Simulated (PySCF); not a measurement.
**[PbF3]+: other functionals and bases at one geometry**

An exercise on one series of results from a longer session: the logs are not shown, and one member is left open.

Program: PySCF 2.14.0. Level of theory: several levels, as the steps say, no spin–orbit coupling. These are calculated values, not measurements.

3 further runs of the same task are left out: 2 for a known fault of the program, 1 set aside as unsound or not needed. Runs told in other sessions of the task aren't counted.

## Starting geometry

4 atoms, charge 1, spin multiplicity 1.

Bond lengths: Pb1–F2 2.005 Å, Pb1–F3 2.001 Å, Pb1–F4 2.001 Å. Angles: F2–Pb1–F3 116.3°, F2–Pb1–F4 116.3°, F3–Pb1–F4 127.4°.

Geometry (Å):

```csv
atom,x (Å),y (Å),z (Å)
Pb1,-0.0580,0.0001,-0.0115
F2,1.9475,-0.0020,-0.0106
F3,-0.9430,1.7951,-0.0118
F4,-0.9464,-1.7933,-0.0118
```

Formal oxidation states: Pb +4. An earlier session relaxed this geometry at TPSS, Pb def2-SVP with ECP60, F def2-SVP (singlet, point group C2v).

At TPSS on the finer grid: E = -491.741294 Eh, HOMO -16.20 eV, LUMO -13.71 eV, Mulliken charge on Pb1 +1.59 e, largest force component 0.077 eV/Å. 

Levels to run: BP86; M06-L; TPSSh; BLYP; TPSS, TZVP; TPSS, x2c-SVP. Hardware: 2 threads of Arm Neoverse V1, shared host.

The first run:

run.py (the lines that set the calculation) reads:

```python
mol = gto.M(atom='''
Pb    -0.05800     0.00012    -0.01155
F      1.94747    -0.00200    -0.01061
F     -0.94304     1.79513    -0.01181
F     -0.94641    -1.79325    -0.01181''',
    basis={'Pb': 'def2-SVP', 'F': 'def2-SVP'},
    ecp={'Pb': 'def2-SVP'},
    charge=1, spin=0)
mf = dft.RKS(mol, xc='B88,P86')
mf.grids.atom_grid = (75, 302)
mf = mf.density_fit()  # fitting sets: Pb def2-universal-JKFIT, F def2-universal-JKFIT
mf.conv_tol = 1e-08; mf.max_cycle = 55
mf.kernel(dm0)  # dm0: the density of the relaxed state
```

Command:

```sh
$ OMP_NUM_THREADS=2 python run.py
```

Among the steps run: BP86; M06-L; TPSSh; BLYP; TPSS, TZVP; TPSS, x2c-SVP.

One table of the session follows, with a row left open; its other results are not shown here.

```
              level  HOMO (eV)  gap (eV)  charge on Pb1 (e)  dipole (D)  largest force component (eV/Å)
TPSS (relaxed here)     -16.20      2.50               1.59        0.46                            0.08
               BP86          ?         ?                  ?           ?                               ?
              M06-L     -16.59      2.87               1.76        0.49                            0.08
              TPSSh     -17.06      3.62               1.65        0.48                            0.30
               BLYP     -15.92      2.25               1.52        0.44                            0.39
         TPSS, TZVP     -16.38      2.58               1.68        0.46                            0.75
      TPSS, x2c-SVP     -16.19      2.47               1.62        0.46                            0.41
```

**Question.** Estimate the row for BP86.

**Answer.** HOMO (eV): -16.18; gap (eV): 2.25; charge on Pb1 (e): 1.54; dipole (D): 0.44; largest force component (eV/Å): 0.16. In the column «HOMO (eV)» it lies between TPSS, x2c-SVP (-16.19) and BLYP (-15.92).

The dipole of a charged species depends on the origin, so these sizes hold for this origin alone.

In one basis the gap runs from 2.25 eV (BLYP) to 3.62 eV (TPSSh). The largest leftover force, 0.75 eV/Å with TPSS, TZVP, stands at a geometry relaxed at another level. Total energies of different levels can't be compared.
